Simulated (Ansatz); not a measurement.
# WNH+ (quartet): wave-function methods side by side, def2-QZVPP

An exercise on one series of results from a longer session: the logs are not shown, and one member is left open.

Program: Ansatz 0.2.0, Gaussian basis. Level of theory: def2-QZVPP, core rule «outside noble gas», up to 5 orbitals frozen. These are calculated values, not measurements.

The runs, in order: UHF; ROHF; CCSD(T) on UHF.

2 further runs of the same task are left out: 2 set aside as unsound or not needed.

## The geometry

The geometry is a PBE0/def2-TZVP stationary point (not a proven minimum) of the parent state, kept for this charge and spin. No spin-orbit coupling is included. Elements past krypton take def2 core potentials.

3 atoms, charge 1, spin multiplicity 4.

Atoms are counted from 1 here; the program's logs count them from 0.

Bond lengths: W1–N2 1.692 Å, N2–H3 1.008 Å. Angles: W1–N2–H3 180.0°.

The first run:

The input, in.yaml:

```yaml
crystal:
  periodic: [false, false, false]
  atoms:
    - {symbol: W, position_ang: [0.000000, 0.000000, -1.464300]}
    - {symbol: N, position_ang: [0.000000, 0.000000, 0.228100]}
    - {symbol: H, position_ang: [0.000000, 0.000000, 1.236200]}
basis:
  gaussian: {orbitals: "def2-QZVPP.json"}
total_charge: 1
magnetization: {spin_polarized: true, initial_magnetization: 3}
hamiltonian: {xc: hf}
output: {orbitals: {seedname: orbitals}}
```

Started as:

```console
$ ansatz run in.yaml --threads 1 --pin off --events-out ev --progress --plain --max-ram 4096MiB --backend cpu
```

Steps of the session up to this table: UHF; ROHF; CCSD(T) on UHF.

One table of the session follows, with a row left open; its other results are not shown here.

It belongs to the step «Misses and costs». 

```
  method  from UCCSD(T) (meV)
    ROHF             +10624.1
     UHF                    ?
    UMP2              +1163.1
   UCCSD               +572.6
UCCSD(T)                    0
```

Estimate the missing values for UHF.

As computed: from UCCSD(T) (meV): +9894.8. In the column «from UCCSD(T) (meV)» it lies between UMP2 (+1163.1) and ROHF (+10624.1).

Limits of these values: The determinant is far from a pure spin state, so its energy mixes those of several spin states (harmless only where they are near-degenerate, as at dissociation).
